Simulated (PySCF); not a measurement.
# C3HNOSe: the cost of one run

Programs: PySCF 2.14.0, with routines of our own; each step states its level. All values are computed. Atoms count from 0.

### Step 1. The starting structure

7 atoms, charge 0, multiplicity 1; geometry from: GFN2-xTB.

### Step 2. Magnetic properties: GIAO CAM-B3LYP/pcSseg-1

Job settings and geometry (Å):

```
{"job": {"kind": "mag", "xc": "CAM-B3LYP", "basis": "pcSseg-1", "isotopologues": 2}, "charge": 0, "multiplicity": 1}
N     -2.673108     1.030502     0.254912
C     -1.925979     0.316419    -0.241090
Se    -0.731699    -0.824420    -1.026284
C      0.677577    -0.596108     0.268475
C      1.602387     0.256220    -0.046782
O      2.392981     1.027266    -0.388645
H      0.661175    -1.204975     1.152337
```

Level: GIAO CAM-B3LYP/pcSseg-1 magnetisability, rotational g tensor and spin-rotation constants, non-relativistic, gas phase.

The run is started by

```bash
$ OMP_NUM_THREADS=1 python excited_run.py task.json out
```

This one command runs all jobs of the session in turn.

**Question.** How long does this first job take on 1 thread of Intel Xeon Platinum 8375C at 2.90GHz, shared host, and how much memory does it need?

About 17 s, with a peak of 0.72 GiB.
